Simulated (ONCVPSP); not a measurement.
# P: the cost of one run

Method: ONCVPSP 4.0.1, PBE, scalar-relativistic.

### 1 The design

Typed settings, in words:

```json
{
  "element": "phosphorus (P, Z = 15)",
  "type": "optimised norm-conserving Vanderbilt (ONCV)",
  "frozen core": "[He]",
  "valence charge": "13",
  "reference configuration": "2s2 2p6 3s2 3p3",
  "partial waves": "2s+3s: rc 0.90 bohr, ncon 5, nbas 8, qcut 11.5 1/bohr, 2 projectors; 2p+3p: rc 0.95 bohr, ncon 4, nbas 7, qcut 13.6 1/bohr, 2 projectors; d scattering state at 0.44 Ha: rc 0.75 bohr, ncon 4, nbas 7, qcut 11.9 1/bohr, 2 projectors, debl 3.5 Ha",
  "local potential": "polynomial inside 0.60 bohr (lpopt 5, dvloc0 -1 Ha)",
  "core correction": "not asked for"
}
```

### 2 The generation run

The input, P.dat:

```
# ATOM AND REFERENCE CONFIGURATION
# atsym  z   nc   nv     iexc    psfile
  P 15.00    1    4        4      upf
#
#   n    l    f
    1    0    2.00
    2    0    2.00
    2    1    6.00
    3    0    2.00
    3    1    3.00
#
# PSEUDOPOTENTIAL AND OPTIMIZATION
# lmax
    2
#
#   l,   rc,      ep,       ncon, nbas, qcut
    0    0.90    0.00    5    8   11.50
    1    0.95    0.00    4    7   13.60
    2    0.75    0.44    4    7   11.90
#
# LOCAL POTENTIAL
# lloc, lpopt,  rc(5),   dvloc0
    4    5    0.60   -1.00
#
# VANDERBILT-KLEINMAN-BYLANDER PROJECTORs
# l, nproj, debl
    0    2    2.40
    1    2    1.80
    2    2    3.50
#
# MODEL CORE CHARGE
# icmod, fcfact, rcfact
    0    0.00    0.00
#
# LOG DERIVATIVE ANALYSIS
# epsh1, epsh2, depsh
   -8.00    5.00    0.04
#
# OUTPUT GRID
# rlmax, drl
    6.00    0.01
#
# TEST CONFIGURATIONS
# ncnf
    4
# nvcnf
#   n    l    f
    4
    2    0    2.00
    2    1    6.00
    3    0    2.00
    3    1    2.00
#
    4
    2    0    2.00
    2    1    6.00
    3    0    2.00
    3    1    1.00
#
    4
    2    0    2.00
    2    1    6.00
    3    0    2.00
    3    1    0.00
#
    4
    2    0    2.00
    2    1    6.00
    3    0    1.00
    3    1    3.00
#
```

Started as:

```
$ oncvpsp.x < P.dat > P.out
```

**Question.** How long does this run take on 1 thread of Intel Xeon 6975P-C, shared host?

About 3.9 s.
